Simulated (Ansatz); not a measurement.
This script drives Ansatz 0.2.0 through its Python package.

The script reads `alni.extxyz`:
```text
2
Lattice="1.938694 -1.95319015 0.0 1.938694 1.95319015 0.0 0.0 0.0 3.09943004" Properties=species:S:1:pos:R:3:initial_magmoms:R:1 pbc="T T T"
Al    0.00000000    0.00000000    0.00000000  0.00
Ni    1.93869400    0.00000000    1.54971502  1.00
```

`alni.py`:
```python
# -*- coding: utf-8 -*-
import ansatz as az
import numpy as np

SETTINGS = {
    "functional": "r2scan",
    "kmesh": (7, 7, 6),
    "smearing": "fermi_dirac",
}

structure = az.Crystal.from_extxyz("alni.extxyz")

calculation = (
    structure.calculation()
    .functional(SETTINGS["functional"])
    .spin(az.SpinTreatment.COLLINEAR)
    .kpoints(mesh=SETTINGS["kmesh"], center="gamma")
    .pseudopotentials("paw")
    .occupations(SETTINGS["smearing"])
    .relax(max_steps=60, random_displacement=True, displacement_amplitude=0.15, displacement_seed=974)
)
steps = []


def follow(event):
    if event["event"] != "relax_step":
        return
    row = event["data"]
    steps.append(row)
    print(f"step {row['step']:3d}  E = {row['lagrangian_ev']:.5f} eV  largest force component = {row['allowed_force_max_ev_ang']:.4f} eV/A")


res = calculation.session().plan(threads=1).execute(on_event=follow)
summary = res.report

first, last = steps[0], steps[-1]
symbols = [site.symbol for site in res.lattice.sites]
print(f"energy gained {first['lagrangian_ev'] - last['lagrangian_ev']:.4f} eV in {len(steps) - 1} steps")

print("atom   start x y z (A)              end x y z (A)")
for symbol, a, b in zip(symbols, first["positions_ang"], last["positions_ang"]):
    print(f"{symbol:3s}", " ".join(f"{v:8.4f}" for v in a), "  ", " ".join(f"{v:8.4f}" for v in b))

moved = np.linalg.norm(np.array(last["positions_ang"]) - np.array(first["positions_ang"]), axis=1)
print("displacement by atom (A):", " ".join(f"{s}:{d:.3f}" for s, d in zip(symbols, moved)))

print("relaxed fractional positions")
for site in res.lattice.sites:
    print(f"  {site.symbol:2s}", " ".join(f"{v % 1:8.5f}" for v in np.round(site.position_frac, 5)))

print("%-22s %14.5f eV" % ("F = E - TS", summary["free_energy_ev"]))
print("%-22s %14.5f eV" % ("E", summary["internal_energy_ev"]))
print("%-22s %14.5f eV" % ("Harris-Foulkes", summary["harris_foulkes_ev"]))
print("%-22s %14.5f eV" % ("Fermi level", summary["fermi_energy_ev"]))
```

It is started by `python alni.py`. How long does it take on 1 thread of Arm Neoverse V1, on a shared host, and how much memory does it need?

It took about 3 min, with a peak of 0.58 GiB, for 1 run of the engine.

```console
$ python alni.py
DeckWarning: basis.ecutwfc = 500 eV, auto-derived from the records' recommended cutoffs: set by Al (their level for a meta-GGA)
step   1  E = -6386.77745 eV  largest force component = 1.4828 eV/A
step   2  E = -6386.91238 eV  largest force component = 0.9940 eV/A
step   3  E = -6387.02850 eV  largest force component = 0.0089 eV/A
step   4  E = -6387.02850 eV  largest force component = 0.0089 eV/A
energy gained 0.2510 eV in 3 steps
atom   start x y z (A)              end x y z (A)
Al   -0.1424   0.0359  -0.0305     -0.0287  -0.0403   0.0022
Ni    2.0252  -0.1173   1.5853      1.9114  -0.0411   1.5525
displacement by atom (A): Al:0.141 Ni:0.141
relaxed fractional positions
  Al  0.00292  0.98229  0.00072
  Ni  0.50349  0.48245  0.50091
F = E - TS                -6387.02850 eV
E                         -6386.99485 eV
Harris-Foulkes            -6387.02850 eV
Fermi level                  14.08741 eV
```
(Warnings from the package without file and line.)

What to keep in mind:
- Total energies depend on the potentials; only differences at equal settings carry meaning. A total without «per atom» is that of the cell as typed.
- The mesh is modest for a metal, so energies can be off by several to tens of meV an atom and pressures by half a GPa or more; differences at equal mesh fare better.
- An absolute Fermi energy rests on an arbitrary zero of the periodic potential and has no direct meaning.
- Energies along a relaxation are free energies. A last row that repeats the one before re-solves the same geometry more tightly.
- The first row is the displaced cell, and groups found at tight tolerances show what the force threshold leaves of the kick.
- Within a few hundredths of an angstrom the cell has the higher group P4/mmm; the lower one is a small distortion.
- r2SCAN tends to overestimate the moments of itinerant magnets.
- This cell is a computed structure, which may not be the phase found in nature.
